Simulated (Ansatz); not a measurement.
# Ga2AsN: a trial structure relaxed

The task: take a trial cell of Ga2AsN to zero force and stress.

Program: Ansatz 0.2.0. Level of theory: DFT PBE, scalar-relativistic, plane waves, PAW. These are calculated values, not measurements.

## 1. The system as given

The structure is trigonal, space group R-3m (No. 166). Conventional cell: a = 3.693 Å, b = 3.693 Å, c = 18.094 Å, α = 90.00°, β = 90.00°, γ = 120.00°. Ga (site symmetry 3m) is surrounded by 3 N at 2.61 Å and 3 As at 2.61 Å. As (site symmetry -3m) has 6 Ga at 2.61 Å as nearest neighbours. N (site symmetry -3m) has 6 Ga at 2.61 Å as nearest neighbours.

Structure file:

```
Ga As N
1.0
     1.84672    1.06620    6.03136
    -1.84672    1.06620    6.03136
     0.00000   -2.13241    6.03136
Ga As N
2 1 1
Direct
  0.75000 0.75000 0.75000
  0.25000 0.25000 0.25000
  0.00000 0.00000 0.00000
  0.50000 0.50000 0.50000
```

The start is an ordering of an alloy on its end members' structure types: elements ordered on the sites of the GaN type, As/N on N (R-3m, No. 166).

## 2. Probe: one point on a coarse mesh

input.yaml reads:

```yaml
crystal:
  lattice:
    - [1.8467184, 1.06620336, 6.03135703]
    - [-1.8467184, 1.06620336, 6.03135703]
    - [0.0, -2.13240673, 6.03135703]
  atoms:
    - { symbol: Ga, position: [0.75, 0.75, 0.75] }
    - { symbol: Ga, position: [0.25, 0.25, 0.25] }
    - { symbol: As, position: [0.0, 0.0, 0.0] }
    - { symbol: "N", position: [0.5, 0.5, 0.5] }
basis:
  ecutwfc: 420
kpoints:
  mp_grid: { grid: [6, 6, 6] }
hamiltonian:
  xc: pbe
scf:
  occupations: { method: gaussian, width: 0.1 }
  lower_state_search: "off"
output:
  forces: true
  stress: true
  eigenvalues: true
```

Run with:

```sh
ansatz run input.yaml --threads 1 --pin off --max-ram 2560MiB --backend cpu --events-out ev --progress --plain --runs-dir out
```

Further runs follow: rough relaxation on the coarse mesh; final relaxation.

What does the calculation give? Wanted: conventional cell; volume; energy over the elements; gap on the mesh.

**Answer**, as computed:

| quantity | value |
| --- | --- |
| symmetry at the end (tolerance 0.05 Å) | space group R-3m (No. 166) |
| conventional cell | a = 3.300 Å, b = 3.300 Å, c = 18.508 Å, α = 90.00°, β = 90.00°, γ = 120.00° |
| volume | 14.55 Å³/atom |
| energy over the elements (uncorrected; H, N, O, F and Cl as molecules) | +0.25 eV/atom |
| gap on the mesh | none (metal) |

**Reading.** The space group R-3m (No. 166) is kept, and the volume per atom shrinks by 18.3 % from the first guess. With a positive formation energy it can't be a ground state. No finished test with a distortion of lower symmetry is shown, so the end may be a saddle point.
